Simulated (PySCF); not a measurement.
**RuH₃⁺: relaxation and vibrations of the quintet**

The task is one start of a wider search on RuH₃⁺: the quintet, from a trigonal pyramidal start. It is relaxed, tested by its Hessian and followed downhill if it is a saddle.

Method: PBE0, basis Ru def2-TZVP with ECP28, H def2-TZVP, scalar-relativistic core potentials, no spin–orbit coupling, density fitting; program: PySCF 2.14.0.

**1. Starting geometry**

4 atoms, charge 1, spin multiplicity 5.

Bond lengths: Ru1–H2 1.539 Å, Ru1–H3 1.539 Å, Ru1–H4 1.539 Å. Angles: H2–Ru1–H3 99.8°, H2–Ru1–H4 99.8°, H3–Ru1–H4 99.8°.

Z-matrix (Å, degrees; charge 1 multiplicity 5):
```
Ru
H  1 1.5386
H  1 1.5386 2 99.76
H  1 1.5386 2 99.76 3 -101.77
```

**2. The SCF at the typed geometry**

One driver script runs all steps and calls PySCF; scf.py shows how it sets up the SCF of each step. The optimiser is the driver's own. After this first run the driver tries any further starts and a stability analysis.

File scf.py:

```python
from pyscf import gto, scf, dft
mol = gto.M(atom='''
Ru     0.000000     0.000000     0.000000
H      1.358500     0.000000     0.722300
H     -0.679300     1.176500     0.722300
H     -0.679300    -1.176500     0.722300''',
    basis={'Ru': 'def2-TZVP', 'H': 'def2-TZVP'},
    ecp={'Ru': 'def2-TZVP'},
    charge=1, spin=4)
mf = dft.UKS(mol, xc='PBE0')
mf.grids.atom_grid = (50, 194)
aux = {'Ru': 'def2-universal-JKFIT', 'H': 'def2-universal-JKFIT'}
mf = mf.density_fit(auxbasis=aux)
mf.conv_tol = 1e-08
mf.diis_space = 10
mf.max_cycle = 60
mf.init_guess = 'minao'
mf.verbose = 4
mf.kernel()
```

Run with:

```sh
$ OMP_NUM_THREADS=2 python axn.py task.json out
```

Standard output:

```text
init E= -88.6666296881251
[... the frontier-level lines of each cycle are left out ...]
cycle= 1 E= -96.0295594306048  delta_E= -7.36  |g|= 0.533  |ddm|= 2.83
cycle= 2 E= -95.781655957603  delta_E= 0.248  |g|= 0.964  |ddm|= 0.878
cycle= 3 E= -96.1587063418937  delta_E= -0.377  |g|= 0.0564  |ddm|= 0.63
cycle= 4 E= -96.1629955361327  delta_E= -0.00429  |g|= 0.0631  |ddm|= 0.121
cycle= 5 E= -96.1656184822591  delta_E= -0.00262  |g|= 0.0301  |ddm|= 0.0627
cycle= 6 E= -96.1671450081149  delta_E= -0.00153  |g|= 0.008  |ddm|= 0.0756
cycle= 7 E= -96.1674730443857  delta_E= -0.000328  |g|= 0.00322  |ddm|= 0.0455
cycle= 8 E= -96.1674941750191  delta_E= -2.11e-05  |g|= 0.00152  |ddm|= 0.00876
cycle= 9 E= -96.1674984580791  delta_E= -4.28e-06  |g|= 0.000612  |ddm|= 0.0041
cycle= 10 E= -96.1674991459478  delta_E= -6.88e-07  |g|= 0.000201  |ddm|= 0.00161
cycle= 11 E= -96.1674992588196  delta_E= -1.13e-07  |g|= 4.45e-05  |ddm|= 0.000619
cycle= 12 E= -96.1674992704774  delta_E= -1.17e-08  |g|= 2.22e-05  |ddm|= 0.000205
cycle= 13 E= -96.1674992727287  delta_E= -2.25e-09  |g|= 5.66e-06  |ddm|= 0.000123
Extra cycle  E= -96.1674992727951  delta_E= -6.64e-11  |g|= 3.81e-06  |ddm|= 1.29e-05
converged SCF energy = -96.1674992727951  <S^2> = 6.0144865  2S+1 = 5.0057912
```

This step, with its further starts and checks, took 6.7 s on 2 threads of Arm Neoverse V1, shared host.

Energies from each starting density:

```csv
start,energy (Eh)
the minimal-basis guess,-96.167499
a thermally smeared density,-96.167499
a smeared PBE density,-96.167499
```

No lower solution of this spin turned up from the other starts or in the test of internal stability.

**3. Relaxing the quintet from the trigonal pyramidal start**

The program finds C3v symmetry in the start, which this walk keeps. Threshold on the gradient: 0.0003 Eh/bohr, with a further test on the energy change.

scf.py, as its differences from that of step 2:

```diff
@@ -3,4 +3,4 @@
-Ru     0.000000     0.000000     0.000000
-H      1.358500     0.000000     0.722300
-H     -0.679300     1.176500     0.722300
-H     -0.679300    -1.176500     0.722300''',
+Ru     0.000000     0.000000    -0.020813
+H      1.358508    -0.000000     0.701509
+H     -0.679271     1.176512     0.701476
+H     -0.679271    -1.176512     0.701476''',
@@ -17 +16,0 @@
-mf.init_guess = 'minao'
```

The optimiser's trace:

```csv
step,energy (Eh),change (kJ/mol),largest symmetric gradient (Eh/bohr)
0,-96.167498,0.00,0.04284
1,-96.180330,-33.69,0.01912
2,-96.186464,-49.79,0.01180
3,-96.187597,-52.77,0.01444
4,-96.188349,-54.74,0.01280
5,-96.189662,-58.19,0.00695
6,-96.190331,-59.95,0.00223
7,-96.190420,-60.18,0.00045
8,-96.190427,-60.20,0.00010
9,-96.190428,-60.20,0.00001
```

The walk took 11 s.

Geometry (Å) and forces (eV/Å) at some steps, with the part that breaks the symmetry left in:

```
step 0
Ru   0.000   0.000  -0.021  -0.551   0.000  -2.203
H    1.359   0.000   0.702   3.424   0.000   0.930
H   -0.679   1.177   0.701  -1.436   0.868   0.637
H   -0.679  -1.177   0.701  -1.436  -0.868   0.637
step 1
Ru   0.000   0.000  -0.003  -0.421   0.000  -0.445
H    1.441   0.000   0.695   2.212   0.000   0.285
H   -0.721   1.248   0.695  -0.896  -0.092   0.080
H   -0.721  -1.248   0.695  -0.896   0.092   0.080
step 5
Ru   0.000   0.000   0.229   0.167   0.000   0.357
H    1.632   0.000   0.618   0.840   0.000  -0.147
H   -0.816   1.413   0.618  -0.503  -1.284  -0.105
H   -0.816  -1.413   0.618  -0.503   1.284  -0.105
step 9
Ru   0.000   0.000   0.316   0.377   0.000   0.001
H    1.627   0.000   0.589   1.165   0.000  -0.042
H   -0.814   1.409   0.589  -0.771  -1.117   0.021
H   -0.814  -1.409   0.589  -0.771   1.117   0.021
```

After 9 steps and 60.2 kJ/mol it ends at C3v: Ru–H 1.650 Å (×3); H–Ru–H 117.3° (×3). A gradient of 0.0226 Eh/bohr that breaks the symmetry is left: this electronic state wants a lower symmetry.

**4. Relaxing without the symmetry constraint**

The geometry is nudged along the force that breaks the symmetry.

The program finds Cs symmetry in the start, which may break. Threshold on the gradient: 0.0003 Eh/bohr, with a further test on the energy change.

scf.py, as its differences from that of step 3:

```diff
@@ -3,4 +3,4 @@
-Ru     0.000000     0.000000    -0.020813
-H      1.358508    -0.000000     0.701509
-H     -0.679271     1.176512     0.701476
-H     -0.679271    -1.176512     0.701476''',
+Ru     0.001325    -0.000000    -0.007858
+H      1.649207    -0.000000     0.261621
+H     -0.891604     1.359203     0.266478
+H     -0.891604    -1.359203     0.266478''',
```

Steps of the walk:

```csv
step,energy (Eh),change (kJ/mol),largest gradient (Eh/bohr)
0,-96.198783,0.00,0.02055
1,-96.209393,-27.86,0.01522
2,-96.215405,-43.64,0.00853
3,-96.221393,-59.36,0.01044
4,-96.232418,-88.31,0.02257
5,-96.252964,-142.25,0.04138
6,-96.256040,-150.33,0.12379
7,-96.271783,-191.66,0.03478
8,-96.277896,-207.71,0.02159
9,-96.280232,-213.84,0.00487
10,-96.280532,-214.63,0.00555
11,-96.280756,-215.22,0.00540
12,-96.280914,-215.64,0.00308
13,-96.280951,-215.73,0.00102
14,-96.280954,-215.74,0.00020
15,-96.280954,-215.74,0.00006
```

The walk took 18 s.

It settles in Cs symmetry, 215.7 kJ/mol below the start, after 15 steps: H–H 0.792 Å, Ru–H 1.634 Å, Ru–H 1.967 Å (×2); H–H–Ru 78.4° (×2), H–Ru–H 23.2°, H–Ru–H 143.2° (×2).

**5. Vibrations and properties at this point**

On the finer grid the gradient is checked again; gradients at displacements of ±0.02 bohr then give force constants and infrared intensities.

scf.py, as its differences from that of step 4:

```diff
@@ -3,4 +3,4 @@
-Ru     0.001325    -0.000000    -0.007858
-H      1.649207    -0.000000     0.261621
-H     -0.891604     1.359203     0.266478
-H     -0.891604    -1.359203     0.266478''',
+Ru     0.020154     0.000000    -0.017821
+H      1.581191    -0.000000     0.464456
+H     -1.810595     0.396074     0.583865
+H     -1.810595    -0.396074     0.583865''',
@@ -11 +11 @@
-mf.grids.atom_grid = (50, 194)
+mf.grids.atom_grid = (75, 302)
@@ -14 +14 @@
-mf.conv_tol = 1e-08
+mf.conv_tol = 1e-10
```

The driver hands on the density of the step before, so the log starts near convergence.

Log of the central SCF (cycles and frontier levels):

```text
init E= -96.2809510429636
[... the frontier-level lines of each cycle are left out ...]
cycle= 1 E= -96.280951042964  delta_E= -3.69e-13  |g|= 2.64e-07  |ddm|= 3.46e-07
Extra cycle  E= -96.2809510429641  delta_E= -8.53e-14  |g|= 3.58e-07  |ddm|= 5.15e-07
converged SCF energy = -96.2809510429641  <S^2> = 6.0045734  2S+1 = 5.001829
```

The whole step took 32 s.

Geometry: Cs; H–H 0.792 Å, Ru–H 1.634 Å, Ru–H 1.967 Å (×2); H–H–Ru 78.4° (×2), H–Ru–H 23.2°, H–Ru–H 143.0° (×2).

Harmonic modes (main isotopes):

```
symmetry  ω (cm⁻¹)  IR (km/mol)
      a'       435          9.2
     a''       528          2.8
      a'       666         14.5
     a''      1103         16.4
      a'      1916          3.1
      a'      3740         10.2
```

All wavenumbers are real: a minimum.

Constants and moments:

| Property | Result |
| --- | --- |
| Dipole moment about the centre of mass | 2.31 D |
| Highest occupied level | -13.91 eV |
| Lowest empty level | -10.43 eV |
| Rotational constants | 16.65, 1.733, 1.668 cm⁻¹ |
| Zero-point energy | 50.2 kJ/mol |
| Principal polarisabilities | 23.5, 25.5, 37.5 bohr³ |
| Principal traceless quadrupole moments about the centre of mass | -1.41, -1.03, 2.43 D Å |
| Entropy at 298.15 K and 1 bar (electronic part: spin only) | 255.6 J/(mol K) |
| Heat capacity Cp at 298.15 K | 49.0 J/(mol K) |
| Enthalpy at 298.15 K above 0 K | 11.58 kJ/mol |
| Rotational symmetry number | 1 |
| Spin squared ⟨S²⟩ | 6.005 |

Charges (e) and bond orders:

```tsv
atom	Mulliken	Löwdin	polar tensor	spin (Mulliken)	Mayer order to Ru1
Ru1	0.69	0.70	0.92	3.81	–
H2	0.08	0.03	-0.09	0.17	0.98
H3,4	0.11	0.14	0.09	0.01	0.29
```

Outer orbital energies (eV). α occupied: -61.30, -21.16, -17.86, -17.24, -17.20, -16.13, -16.04, -13.91; empty: -7.37, -6.80, -5.02, -2.99. β occupied: -90.25, -58.29, -58.21, -58.18, -20.68, -15.96, -14.41; empty: -10.43, -10.37, -9.95, -9.62.

Mulliken populations on Ru1 (outside its core potential): s 2.64, p 6.23, d 6.44, f 0.00.

**6. Summary of results**

| quantity | value |
| --- | --- |
| minimum | quintet, Cs |
| geometry | H–H 0.792 Å, Ru–H 1.634 Å, Ru–H 1.967 Å (×2); H–H–Ru 78.4° (×2), H–Ru–H 23.2°, H–Ru–H 143.0° (×2) |
| wavenumbers (cm⁻¹) | 435 (a'), 528 (a''), 666 (a'), 1103 (a''), 1916 (a'), 3740 (a') |
| dipole moment (centre of mass) | 2.31 D |
| highest occupied, lowest empty level (either spin) | -13.91, -10.43 eV |
| polar-tensor charge of Ru1 | +0.92 e |
| zero-point energy | 50.2 kJ/mol |
| entropy at 298.15 K | 255.6 J/(mol K) |
| ⟨S²⟩ | 6.005 |

The trigonal pyramidal start (C3v) ends in a minimum of Cs symmetry. The strongest infrared band lies at 1103 cm⁻¹ (a''). Most of the spin sits on Ru1 (Mulliken spin 3.81, against 4 for the whole molecule). Only this shape and spin were tried, so other structures or states may lie lower. Open d and f shells are described by one determinant, and the ground state may have another occupation or spin.

The search up to here took 68 s on 2 threads of Arm Neoverse V1, shared host.
